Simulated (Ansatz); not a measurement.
**Si2NH6F (SMILES F[SiH2]N[SiH3]) at HSE06/cc-pVDZ**

Aim: the electronic atomisation energy of Si2NH6F at HSE06/cc-pVDZ, from 5 runs. 

The calculation is run with Ansatz 0.2.0.

69 further runs of the same task are left out: 69 set aside as unsound or not needed.

### 1 The structure to begin with

The species is Si2NH6F (10 atoms), meant as a singlet with charge 0. SMILES: `F[SiH2]N[SiH3]`. The coordinates come from a PBE0-D4/def2-TZVP relaxation. This is one conformer, not always the lowest.

Bond lengths: F1–Si2 1.602 Å, Si2–N3 1.706 Å, N3–Si4 1.733 Å, Si2–H5 1.480 Å, Si2–H6 1.478 Å, N3–H7 1.011 Å, Si4–H8 1.487 Å, Si4–H9 1.487 Å, Si4–H10 1.483 Å. Some angles: F1–Si2–N3 112.6°, Si2–N3–Si4 128.2°, F1–Si2–H5 106.0°, F1–Si2–H6 106.5°, N3–Si2–H5 109.3°, N3–Si2–H6 108.9°, Si2–N3–H7 115.6°, Si4–N3–H7 115.9°, N3–Si4–H8 110.9°, N3–Si4–H9 112.0°.

### 2 The energy at HSE06/cc-pVDZ

molecule.yaml

```yaml
basis:
  gaussian: {orbitals: cc-pVDZ}
crystal:
  periodic: [false, false, false]
  atoms:
    - {symbol: F, position_ang: [-1.561500, 0.994300, -1.776700]}
    - {symbol: Si, position_ang: [-0.375000, 1.301800, -0.745900]}
    - {symbol: N, position_ang: [0.514800, -0.094800, -0.335900]}
    - {symbol: Si, position_ang: [0.194800, -1.236100, 0.928700]}
    - {symbol: H, position_ang: [0.517200, 2.267200, -1.426700]}
    - {symbol: H, position_ang: [-1.010100, 1.839400, 0.475900]}
    - {symbol: H, position_ang: [1.264300, -0.336200, -0.970000]}
    - {symbol: H, position_ang: [1.391500, -1.422100, 1.791600]}
    - {symbol: H, position_ang: [-0.186300, -2.569800, 0.392000]}
    - {symbol: H, position_ang: [-0.924400, -0.683300, 1.730300]}
hamiltonian: {xc: hse06}
accuracy: high
output: {orbitals: {seedname: orbitals}}
```

Started as:

```console
$ ansatz run molecule.yaml --threads 1 --pin off --max-ram 3480MiB --events-out events.jsonl --progress --plain --runs-dir runs
```

Standard output:

```text
Warning: RAYON_NUM_THREADS=1 ignored (pool sized by the plan → 1); use --threads N
Functional definition: HSE06
  name "HSE06"
  parameter a = 0.25
  parameter omega = 0.11/bohr
  exchange = pbe_x - a*pbe_x_sr(omega) + a*exact_x_sr(omega)
  correlation = pbe_c
2240 factors; integrals over basis functions are off by at most 3.7e-9 eV
107 factors; integrals over basis functions are off by at most 2.0e-9 eV
mean field evaluation 1: about -20044.7799 eV, gradient 5.5e1 eV
mean field evaluation 2: about -20035.3270 eV, gradient 8.3e1 eV
mean field evaluation 4: about -20050.3413 eV, gradient 4.7e0 eV
mean field evaluation 8: about -20050.5417 eV, gradient 1.9e-1 eV
mean field evaluation 16: about -20050.5418 eV, gradient 1.8e-5 eV
mean field -20050.54177251 eV, -736.8438193943 hartree, gradient 7.0e-8 eV, S^2 0.000000; 0 other end points of the search recorded, 0 dependent functions left out
reference -20050.54177631 eV, -736.8438195339 hartree; 25, 25 occupied and 69, 69 virtual orbitals, 2240 factors
Total energy: -20050.54177631 eV, -736.8438195339 hartree
```

It took 7.8 s on 1 thread of Intel Xeon Platinum 8488C (Sapphire Rapids), shared host; peak memory 0.37 GiB.

### 3 The F atom, same level

job.yaml

```yaml
crystal:
  periodic: [false, false, false]
  atoms:
    - {symbol: F, position_ang: [0.000000, 0.000000, 0.000000]}
basis:
  gaussian:
    orbitals: cc-pVDZ
magnetization:
  spin_polarized: true
  initial_magnetization: 1
hamiltonian:
  xc: hse06
accuracy: high
```

Run the same way, it converges to -99.63182 Eh (log not shown).

### 4 The H atom, same level

input.yaml

```yaml
crystal:
  periodic: [false, false, false]
  atoms:
    - symbol: H
      position_ang: [0.000000, 0.000000, 0.000000]
basis:
  gaussian: {orbitals: cc-pVDZ}
magnetization: {spin_polarized: true, initial_magnetization: 1}
hamiltonian: {xc: hse06}
accuracy: high
```

Started as:

```console
$ ansatz run input.yaml --threads 1 --pin off --max-ram 3480MiB --events-out events.jsonl --progress --plain --runs-dir runs
```

Standard output, shortened:

```text
Warning: RAYON_NUM_THREADS=1 ignored (pool sized by the plan → 1); use --threads N
[... 6 set-up lines as earlier in the session ...]
15 factors; integrals over basis functions are off by at most 4.6e-8 eV
14 factors; integrals over basis functions are off by at most 2.0e-10 eV
mean field evaluation 1: about -13.6055 eV, gradient 1.7e-1 eV
mean field evaluation 2: about -13.6054 eV, gradient 1.7e-1 eV
mean field evaluation 4: about -13.6058 eV, gradient 3.8e-3 eV
mean field evaluation 8: about -13.6058 eV, gradient 3.5e-9 eV
mean field -13.60578087 eV, -0.5000032248 hartree, gradient 3.5e-9 eV, S^2 0.750000; 0 other end points of the search recorded, 0 dependent functions left out
reference -13.60578268 eV, -0.5000032911 hartree; 1, 0 occupied and 4, 5 virtual orbitals, 15 factors
Total energy: -13.60578268 eV, -0.5000032911 hartree
```

Wall time 0.14 s (1 thread of Intel Xeon Platinum 8488C (Sapphire Rapids), shared host).

### 5 The N atom

molecule.yaml

```yaml
basis:
  gaussian: {orbitals: cc-pVDZ}
crystal:
  periodic: [false, false, false]
  atoms:
    - {symbol: N, position_ang: [0.000000, 0.000000, 0.000000]}
magnetization: {spin_polarized: true, initial_magnetization: 3}
hamiltonian: {xc: hse06}
accuracy: high
```

Run the same way, it converges to -54.52802 Eh (log not shown).

### 6 The Si atom at the same level

job.yaml

```yaml
crystal:
  periodic: [false, false, false]
  atoms:
    - {symbol: Si, position_ang: [0.000000, 0.000000, 0.000000]}
basis:
  gaussian:
    orbitals: cc-pVDZ
magnetization:
  spin_polarized: true
  initial_magnetization: 2
hamiltonian:
  xc: {name: HSE06}
accuracy: high
```

Run the same way, it converges to -289.24089 Eh (log not shown).

### 7 What came out

At HSE06/cc-pVDZ:

| quantity | value |
| --- | --- |
| molecule: total energy | -736.84382 Eh |
| molecule: HOMO energy | -7.52 eV |
| molecule: LUMO energy | 0.16 eV |
| molecule: HOMO–LUMO gap | 7.68 eV |
| F atom: total energy | -99.63182 Eh |
| F atom: ⟨S²⟩ | 0.751 |
| H atom: total energy | -0.50000 Eh |
| H atom: ⟨S²⟩ | 0.750 |
| N atom: total energy | -54.52802 Eh |
| N atom: ⟨S²⟩ | 3.752 |
| Si atom: total energy | -289.24089 Eh |
| Si atom: ⟨S²⟩ | 2.004 |
| electronic atomisation energy | 32.713 eV |

In words: Taking the molecule apart into free atoms costs 32.71 eV (754 kcal/mol), before zero-point energy and without spin-orbit coupling.
